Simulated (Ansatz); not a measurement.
# CBGe: the cost of one run

Program: Ansatz 0.2.0, Gaussian basis. Level of theory: cc-pVTZ, core rule «outside noble gas», up to 16 orbitals frozen. These are calculated values, not measurements.

The runs, in order: UHF; CCSD(T) on ROHF; CCSD(T) on UHF; BCCD(T) on ROHF; CCSDT(Q) on ROHF; CCSDT(Q) on UHF; CASSCF and NEVPT2, 11 electrons in 12 orbitals.

3 further runs of the same task are left out: 3 set aside as unsound or not needed.

### 1 The system

The geometry is a PBE0/def2-TZVP stationary point (not a proven minimum). No spin-orbit coupling is included. The filled d shell of Ge may be among the frozen orbitals whatever the setting's name suggests; the logs give the count.

3 atoms, charge 0, spin multiplicity 4.

Atoms are counted from 1 here; the program's logs count them from 0.

Bond lengths: C1–B2 1.404 Å, B2–Ge3 2.019 Å. Angles: C1–B2–Ge3 180.0°.

### 2 UHF

in.yaml reads:

```yaml
crystal:
  periodic: [false, false, false]
  atoms:
    - {symbol: C, position_ang: [0.000000, 0.000000, -1.609400]}
    - {symbol: B, position_ang: [0.000000, 0.000000, -0.204900]}
    - {symbol: Ge, position_ang: [0.000000, 0.000000, 1.814300]}
basis:
  gaussian: {orbitals: cc-pVTZ}
magnetization: {spin_polarized: true, initial_magnetization: 3}
hamiltonian: {xc: hf}
output: {orbitals: {seedname: orbitals}}
```

Started as:

```
> ansatz run in.yaml --threads 1 --pin off --events-out ev --progress --plain --max-ram 4096MiB --backend cpu
```

**Question.** How long does this run take on 1 thread of AMD EPYC 7R13, shared host, and how much memory does it need?

About 18 s, with a peak of 0.34 GiB.
